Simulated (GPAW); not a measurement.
Crystal: LiY3.

```xyz
4
Lattice="-2.3672 2.3672 5.3266 2.3672 -2.3672 5.3266 2.3672 2.3672 -5.3266" Properties=species:S:1:pos:R:3 pbc="T T T"
Y     0.0000    0.0000    5.3266
Y     2.3672    0.0000    2.6633
Y     0.0000    2.3672    2.6633
Li    0.0000    0.0000    0.0000
```

The cell comes from a database or a generator and needn't be the stable form of this composition.

Base run:

| Property | Result |
| --- | --- |
| Program | GPAW 26.7.0 |
| Functional | PBE |
| Potentials or basis | GPAW PAW data sets (gpaw-data 1.2.1) |
| Cutoff | 800 eV |
| Basis | pw |
| k mesh | 6 × 6 × 6 |
| Occupations | fermi-dirac, width 0.05 eV |
| Spin | no spin polarisation |
| Hubbard terms | Y d U = 4 eV |

Its results: band gap on the k mesh none (metal or under the smearing width); pressure 7.0 GPa.

The run is repeated on the same cell with these changes: hubbard terms from Y d U = 4 eV to Y d U = 2 eV. What comes out?

Band gap on the k mesh none (metal or under the smearing width); pressure 3.3 GPa.

Caveats: U without spin polarisation on a metal has little footing; the U is typed as a test and isn't derived for this compound.

Not every run made on this cell is shown here.
